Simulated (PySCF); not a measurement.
# C5H9FOS: the cost of one run

Programs: PySCF 2.14.0, with routines of our own; each step states its level. All values are computed. Atoms count from 0.

## 1. The starting structure

17 atoms, charge 0, multiplicity 1; geometry from: GFN2-xTB.

## 2. Magnetic properties: GIAO wB97X-D/pcSseg-1

Job settings and geometry (Å):

```
{"job": {"kind": "mag", "xc": "wB97X-D", "basis": "pcSseg-1", "isotopologues": 2}, "charge": 0, "multiplicity": 1}
C      2.289591     0.312043    -0.034103
C      0.993578    -0.147735     0.625898
C     -0.061500    -0.497728    -0.399370
F      0.446019    -1.338275    -1.364455
C     -1.416310    -0.973596     0.123070
C     -2.162685     0.342825    -0.056219
S     -0.852755     1.038209    -1.195022
O     -0.297665     2.236488    -0.576124
H      2.680570    -0.463349    -0.688379
H      2.110545     1.210219    -0.619116
H      3.034149     0.535313     0.725029
H      1.180200    -1.021021     1.257899
H      0.596303     0.655745     1.249169
H     -1.807752    -1.753869    -0.529499
H     -1.391358    -1.354258     1.144916
H     -3.144354     0.277906    -0.514803
H     -2.203574     0.953115     0.841199
```

Level: GIAO wB97X-D/pcSseg-1 magnetisability, rotational g tensor and spin-rotation constants, non-relativistic, gas phase.

Command:

```
$ OMP_NUM_THREADS=1 python excited_run.py task.json out
```

The driver reads the jobs from task.json and runs them one after another.

**Question.** How long does this first job take on 1 thread of Arm Neoverse V1, shared host, and how much memory does it need?

About 47 s, with a peak of 0.89 GiB.
